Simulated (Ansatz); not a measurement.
Geometry optimisation, Ansatz, DFT LDA, scalar-relativistic, plane waves, PAW.

The input (input.yaml):

```yaml
crystal:
  lattice:
    - [5.7968, 0.0, 0.0]
    - [0.0, 5.6576, 0.0]
    - [0.0, 0.0, 19.693568]
  atoms:
    - { symbol: W, position: [0.0, 0.0, 0.050778] }
    - { symbol: C, position: [0.0, 0.25, 0.1357495] }
    - { symbol: W, position: [0.25, 0.0, 0.1782353] }
    - { symbol: C, position: [0.25, 0.25, 0.2632068] }
    - { symbol: W, position: [0.0, 0.0, 0.3056925] }
    - { symbol: C, position: [0.0, 0.25, 0.390664] }
    - { symbol: W, position: [0.0, 0.5, 0.050778] }
    - { symbol: C, position: [0.0, 0.75, 0.1357495] }
    - { symbol: W, position: [0.25, 0.5, 0.1782353] }
    - { symbol: C, position: [0.25, 0.75, 0.2632068] }
    - { symbol: W, position: [0.0, 0.5, 0.3056925] }
    - { symbol: C, position: [0.0, 0.75, 0.390664] }
    - { symbol: W, position: [0.5, 0.0, 0.050778] }
    - { symbol: C, position: [0.5, 0.25, 0.1357495] }
    - { symbol: W, position: [0.75, 0.0, 0.1782353] }
    - { symbol: C, position: [0.75, 0.25, 0.2632068] }
    - { symbol: W, position: [0.5, 0.0, 0.3056925] }
    - { symbol: C, position: [0.5, 0.25, 0.390664] }
    - { symbol: W, position: [0.5, 0.5, 0.050778] }
    - { symbol: C, position: [0.5, 0.75, 0.1357495] }
    - { symbol: W, position: [0.75, 0.5, 0.1782353] }
    - { symbol: C, position: [0.75, 0.75, 0.2632068] }
    - { symbol: W, position: [0.5, 0.5, 0.3056925] }
    - { symbol: C, position: [0.5, 0.75, 0.390664] }
    - { symbol: P, position: [0.8410295, 0.5862875, 0.4587065] }
basis:
  ecutwfc: 420.0
kpoints:
  mp_grid: { grid: [3, 3, 1] }
hamiltonian:
  xc: lda
  pseudopotentials: { kind: paw, azcp: { folder: soft_1 } }
scf:
  occupations: { method: fermi_dirac, width: 0.15 }
  lower_state_search: "off"
relax:
  f_tol: 0.03
  max_steps: 60
  adjacent_minimum: "off"
  constraints: [{ sites: [0, 6, 12, 18] }]
```

Run as:

```bash
$ ansatz run input.yaml --threads 4 --pin off --max-ram 10240MiB --backend cpu --events-out ev --progress --plain --runs-dir out
```

Task: Where does it end, and by what steps?

Result: The forces met the threshold. Limits of this set-up: coarse k mesh, thin slab, slab without dipole correction, odd electron count without spin, PAW files made for another functional. After 23 steps the energy has fallen by 8.947 eV; P25 moved furthest, 1.47 Å. Joined: C6–W17 (3.63 → 2.31 Å), C6–C18 (2.90 → 1.34 Å), C6–W23 (3.63 → 2.79 Å), C12–W23 (3.63 → 2.39 Å), C12–C24 (2.90 → 1.42 Å), C18–P25 (3.05 → 1.88 Å).

| step | energy less start (eV) | largest force component (eV/Å) | accepted |
| --- | --- | --- | --- |
| 0 | 0.0000 | 4.895 | yes |
| 1 | -1.6423 | 4.280 | yes |
| 2 | -2.8896 | 2.851 | yes |
| 3 | -3.6713 | 1.885 | yes |
| 4 | -4.3176 | 1.084 | yes |
| 5 | -4.6885 | 0.761 | yes |
| 6 | -5.0068 | 0.613 | yes |
| 7 | -5.1842 | 1.183 | yes |
| 8 | -5.2960 | 0.563 | yes |
| 9 | -5.6805 | 1.848 | yes |
| 10 | -6.2981 | 1.822 | yes |
| 11 | -6.8835 | 2.503 | yes |
| 12 | -6.9112 | 4.097 | yes |
| 13 | -7.5666 | 1.133 | yes |
| 14 | -8.1108 | 0.978 | yes |
| 15 | -8.5214 | 0.857 | yes |
| 16 | -8.6263 | 1.377 | yes |
| 17 | -8.7548 | 0.687 | yes |
| 18 | -8.8816 | 0.320 | yes |
| 19 | -8.9152 | 0.448 | yes |
| 20 | -8.9394 | 0.163 | yes |
| 21 | -8.9406 | 0.228 | yes |
| 22 | -8.9459 | 0.081 | yes |
| 23 | -8.9468 | 0.021 | yes |

```xyz
25
Lattice="5.7968 0.0000 0.0000 0.0000 5.6576 0.0000 0.0000 0.0000 19.6936" Properties=species:S:1:pos:R:3
W 0.000 0.000 1.000
C 0.015 1.414 2.578
W 1.454 -0.008 3.473
C 1.441 1.392 5.172
W -0.025 -0.024 5.910
C -1.183 0.991 7.176
W 0.000 2.829 1.000
C 0.014 4.245 2.577
W 1.452 2.824 3.467
C 1.451 4.213 5.166
W -0.037 2.816 5.909
C -1.217 3.732 7.395
W 2.898 0.000 1.000
C 2.886 1.419 2.574
W 4.346 0.006 3.421
C 4.345 1.431 5.008
W 2.908 0.011 5.958
C 3.416 1.443 7.586
W 2.898 2.829 1.000
C 2.888 4.246 2.575
W 4.349 2.837 3.420
C 4.346 4.265 5.020
W 2.946 2.828 5.901
C 3.254 4.225 7.467
P 3.494 2.941 8.719
```

The run took 4.3 min on 4 threads of Intel(R) Xeon(R) Platinum 8259CL CPU @ 2.50GHz (Skylake/Cascade Lake) (shared host), peak memory 1.9 GiB.
